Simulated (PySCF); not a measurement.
# C6H6FS: the cost of one run

Computed with PySCF 2.14.0, with density-fitted response routines of our own, on a single molecule in the gas phase. Atoms count from 0, in the outputs and in this text.

## 1. Starting geometry

14 atoms, charge 1, multiplicity 1; geometry from: GFN2-xTB.

Bonds of the start (Å): C0–C1 1.49, C1–C2 1.39, C2–S3 1.69, S3–C4 1.68, C4–C5 1.38, C5–F6 1.32, C5–C7 1.39, C7–C1 1.40, C0–H8 1.09, C0–H9 1.09, C0–H10 1.09, C2–H11 1.08, C4–H12 1.08, C7–H13 1.08.

## 2. Excited states and response: CAM-B3LYP/def2-SVPD

Job settings and geometry (Å):

```
{"job": {"kind": "uv", "xc": "CAM-B3LYP", "basis": "def2-SVPD", "nstates": 8, "ntriplets": 3}, "charge": 1, "multiplicity": 1}
C     -2.096995    -0.215855    -0.090814
C     -0.640784     0.080975    -0.043851
C     -0.208665     1.398705    -0.052009
S      1.392955     1.918213     0.013380
C      2.261234     0.480946     0.085866
C      1.654821    -0.761255     0.087629
F      2.441286    -1.822226     0.148338
C      0.281036    -0.966939     0.026385
H     -2.648993     0.567694    -0.601796
H     -2.286877    -1.167682    -0.579176
H     -2.486642    -0.285571     0.925883
H     -0.930158     2.202183    -0.104324
H      3.338677     0.559886     0.129937
H     -0.071571    -1.989546     0.032387
```

Level: TDDFT CAM-B3LYP/def2-SVPD, vertical, gas phase, core orbitals frozen in the response.

Launch:

```bash
$ OMP_NUM_THREADS=1 python probes_run.py task.json out
```

The driver reads the jobs from task.json and runs them one after another.

Q: Estimate the wall time and peak memory of this job on 1 thread of Arm Neoverse N1, shared host.

About 77 s, with a peak of 0.98 GiB.
